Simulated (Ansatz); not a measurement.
# Se8: the cost of one run

Method: the levels named in each step, in Ansatz 0.2.0.

### 1 Starting point

Bond lengths: Se1–Se2 2.336 Å, Se2–Se3 2.336 Å, Se3–Se4 2.336 Å, Se4–Se5 2.336 Å, Se5–Se6 2.336 Å, Se6–Se7 2.336 Å, Se1–Se8 2.336 Å, Se7–Se8 2.336 Å. Angles: Se1–Se2–Se3 106.9°, Se2–Se1–Se8 106.9°, Se2–Se3–Se4 106.9°, Se3–Se4–Se5 106.9°, Se4–Se5–Se6 106.9°, Se5–Se6–Se7 106.9°, Se6–Se7–Se8 106.9°, Se1–Se8–Se7 106.9°.

Coordinates:

```xyz
8

Se    1.8010   -1.8482    0.8462
Se    2.6977   -0.0278   -0.3115
Se    1.8196    1.9006    0.6724
Se    0.0701    2.6239   -0.6967
Se   -1.9149    1.9020    0.3015
Se   -2.5837   -0.0260   -0.8361
Se   -1.9336   -1.8468    0.4752
Se    0.0439   -2.6777   -0.4509
```

### 2 A rough first relaxation, PBE-D4/def2-SVP

This run stands in another session on the same molecule. It ended at:

```xyz
8

Se    1.8258   -1.8734    0.8505
Se    2.7326   -0.0279   -0.3087
Se    1.8447    1.9258    0.6744
Se    0.0704    2.6588   -0.6990
Se   -1.9400    1.9272    0.2985
Se   -2.6185   -0.0260   -0.8403
Se   -1.9588   -1.8720    0.4746
Se    0.0437   -2.7127   -0.4500
```

### 3 Relaxation, HF/STO-3G

Contents of input.yaml:

```yaml
crystal:
  periodic: [false, false, false]
  atoms:
    - { symbol: Se, position_ang: [1.82584947, -1.87335478, 0.85052809] }
    - { symbol: Se, position_ang: [2.73256564, -0.02786146, -0.30874688] }
    - { symbol: Se, position_ang: [1.84470759, 1.92581639, 0.67442722] }
    - { symbol: Se, position_ang: [0.07037607, 2.65884464, -0.69900322] }
    - { symbol: Se, position_ang: [-1.93996343, 1.92718126, 0.2984883] }
    - { symbol: Se, position_ang: [-2.61845165, -0.02596512, -0.84026729] }
    - { symbol: Se, position_ang: [-1.95882206, -1.87198942, 0.47459639] }
    - { symbol: Se, position_ang: [0.04373836, -2.71267151, -0.45001261] }
basis:
  gaussian: { orbitals: STO-3G }
hamiltonian:
  xc: hf
relax:
  f_tol: 0.002
  max_steps: 150
```

Started as:

```sh
ansatz run input.yaml --threads 4 --pin off --max-ram 10240MiB --backend cpu --events-out ev --progress --plain --runs-dir out
```

**Question.** How long does this run take on 4 threads of Arm Neoverse V2, shared host, and how much memory does it need?

About 35 s, with a peak of 0.92 GiB.
